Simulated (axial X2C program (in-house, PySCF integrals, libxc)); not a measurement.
# A two-component session on SeV⁻: properties at the nuclei

Aim: properties at the nuclei of SeV⁻, with spin–orbit coupling in the Hamiltonian from the start.

Computed with an in-house X2C program for linear molecules on PySCF integrals. Level: two-component X2C with atomic mean-field terms, Se dyall-acv3z, V dyall-acv3z.

All values are calculated.

## Step 1: Set-up

task.json reads:

```json
{
 "zs": [
  34,
  23
 ],
 "q": -1,
 "bas": [
  "dyall-acv3z",
  "dyall-acv3z"
 ],
 "r0": 2.19,
 "levels": [
  "PBE0",
  "HF",
  "TPSSh",
  "PBE50",
  "BP86"
 ],
 "nst": 3
}
```

Keys: zs atomic numbers; q charge; bas basis sets; r0 starting distance in Å; levels methods (HF also brings MP2); nst determinants followed.

The run is started by

```console
$ python soeom.py task.json out
```

After this run come: Expectation values, lowest determinant; Expectation values, a higher determinant; Expectation values, a higher determinant.

**Question.** What will these runs give? Wanted: lowest determinant; Eeff magnitude; Ws magnitude Se; A∥/gI Se; qzz Se; higher determinant (for each run or level that gives them).

As calculated:

| quantity | value |
| --- | --- |
| lowest determinant | Ω = 1 (excess of +ω over −ω: ω = -3/2, ω = 5/2) |
| Eeff magnitude (GV/cm), PBE0 | 0.221 |
| Ws magnitude Se (kHz), PBE0 | 0.088 |
| A∥/gI Se (MHz), PBE0 | -51.7 |
| qzz Se (a.u.), PBE0 | -0.21 |
| higher determinant | Ω = 2 (excess of +ω over −ω: 2 × ω = 1/2, ω = -3/2, ω = 5/2) |
| Eeff magnitude (GV/cm), PBE0, higher determinant | 0.25 |
| Ws magnitude Se (kHz), PBE0, higher determinant | 0.00587 |
| A∥/gI Se (MHz), PBE0, higher determinant | 41.7 |
| qzz Se (a.u.), PBE0, higher determinant | -1.54 |
| higher determinant | Ω = 3 (excess of +ω over −ω: ω = 1/2, ω = 5/2) |
| Eeff magnitude (GV/cm), PBE0, higher determinant | 0.202 |
| Ws magnitude Se (kHz), PBE0, higher determinant | 0.0284 |
| A∥/gI Se (MHz), PBE0, higher determinant | 31.6 |
| qzz Se (a.u.), PBE0, higher determinant | -0.14 |

In words: In the first state, the effective field runs from 0.176 to 0.491 GV/cm over the mean-field levels, so the levels don't agree on it. The expectation values come from single determinants, which for open shells can mix terms of unlike spin or miss the lowest Ω, so a determinant need not be a state. Eeff is the effective electric field on the electron dipole moment in this Ω state and Ws the scalar–pseudoscalar constant (defined with the proton number Z and per Ω); A∥ is the parallel hyperfine constant, which follows by multiplying with the nuclear g factor gI = μI/(I μN); qzz is the electric field gradient, eQq0 = 234.96 MHz × Q/barn × qzz. The operators were transformed with the bare-nucleus X2C matrices. A second determinant lies within 0.1 eV of the first, so their order is not settled at this level.
